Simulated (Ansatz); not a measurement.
Y3Ge:

```
Y Ge
1.0
    -2.26539    2.26539    5.19702
     2.26539   -2.26539    5.19702
     2.26539    2.26539   -5.19702
Y Ge
3 1
Direct
  0.50000 0.50000 0.00000
  0.25000 0.75000 0.50000
  0.75000 0.25000 0.50000
  0.00000 0.00000 0.00000
```

The cell comes from a database or a generator and needn't be the stable form of this composition.

- Program: Ansatz 0.2.0
- Task: relaxation of cell and atoms
- Functional: LDA
- Potentials or basis: Ansatz PAW
- Cutoff: 420 eV (not typed: the program's choice for these potentials)
- k mesh: 6 × 6 × 6
- Occupations: fermi-dirac, width 0.05 eV
- Spin: no spin polarisation

At the start: volume 26.67 Å³/atom.

Question: How do energy, volume and symmetry change on relaxing?

Answer: It ends after 6 steps and the volume is 24.00 Å³/atom (-10.0 %); space group I4/mmm (No. 139, to 0.05 Å).

The path:
```tsv
step	energy change (eV)	largest force (eV/Å)	volume (Å³)
1	0.0000	0.0000	106.68
2	-0.1363	0.0000	94.33
3	-0.1590	0.0000	97.01
4	-0.1623	0.0000	96.65
5	-0.1642	0.0000	96.01
6	-0.1636	0.0000	96.01
```

Final structure:
```yaml
crystal:
  lattice:
    - [-2.21936, 2.21936, 4.87295]
    - [2.21936, -2.21936, 4.87295]
    - [2.21936, 2.21936, -4.87295]
  atoms:
    - { symbol: Y, position: [0.50000, 0.50000, 0.00000] }
    - { symbol: Y, position: [0.25000, 0.75000, 0.50000] }
    - { symbol: Y, position: [0.75000, 0.25000, 0.50000] }
    - { symbol: Ge, position: [0.00000, 0.00000, 0.00000] }
```

Caveat: the plane-wave basis is chosen anew once the cell has moved, so the energies of steps on either side of that aren't comparable; the PAW data sets come from PBE, with cores solved anew for the run's functional, which leaves a small shift of forces and pressure.
